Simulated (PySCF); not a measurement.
# TlB: from the state search to spectroscopic constants

The task here is to estimate one member of a computed series from the others.

Computed with PySCF 2.14.0. Level: Tl aug-cc-pVDZ-PP with ECP60, B aug-cc-pVDZ, scalar-relativistic core potentials.

Set-up of the first run:

Settings of the job:

- atoms: Tl, B
- charge: 0
- basis: Tl aug-cc-pVDZ-PP with ECP60, B aug-cc-pVDZ
- Hamiltonian: scalar-relativistic core potentials
- basis functions: 55
- electrons treated: 26
- masses in u: 204.9744, 11.0093
- levels: PBE0, PBE, r²SCAN, BLYP, M06, PW91, HF, MP2, SCS-MP2, CCSD, CCSD(T)
- grid: 80 radial by 434 angular points
- occupations: held fixed by the projection of orbital angular momentum
- dissociation limit: Tl + B, each in its ground configuration
- starting distance in angstrom: 2.245
- values of 2S to try: 0, 2

The run is started by

```console
$ OMP_NUM_THREADS=1 python dia.py task.json out
```

Steps of the session up to this table: Set-up; The PBE0 curve of the state that the search chose; Higher solutions at PBE0; PBE (GGA); r²SCAN (meta-GGA); BLYP (GGA); M06 (hybrid meta-GGA); PW91 (GGA); UHF (mean field); Adding correlation.

One table of the session follows, with a row left open; its other results are not shown here.

Energy (eV) from each level's lowest point:

```
R (Å)    UHF  UHF-MP2  UHF-SCS-MP2  UHF-CCSD  UHF-CCSD(T)
2.143  0.538    0.431        0.457       n/a          n/a
2.243  0.255    0.188        0.205     0.218        0.215
2.342  0.092    0.055        0.065     0.075        0.074
2.417  0.027    0.010        0.015     0.020        0.020
2.492  0.000    0.000        0.000     0.000        0.000
2.567  0.002    0.018        0.014     0.006        0.006
2.666  0.037    0.075        0.066     0.046        0.045
2.791      ?        ?            ?         ?            ?
2.941  0.236    0.350        0.323     0.260        0.258
3.140  0.397    0.588        0.540       n/a          n/a
```

Q: Estimate the row for R (Å) = 2.791 from the others.

Worked estimate for «UHF». A straight line through the neighbours (2.666, 0.037) and (2.941, 0.236) gives 0.037 + (0.236 − 0.037) × (2.791 − 2.666) / (2.941 − 2.666) = 0.127; a parabola fitted to 4 rows on both sides gives 0.123.

The run gave: UHF: 0.116; UHF-MP2: 0.184; UHF-SCS-MP2: 0.168; UHF-CCSD: 0.130; UHF-CCSD(T): 0.127. In «UHF» the line misses by +0.011 and the parabola by +0.007.
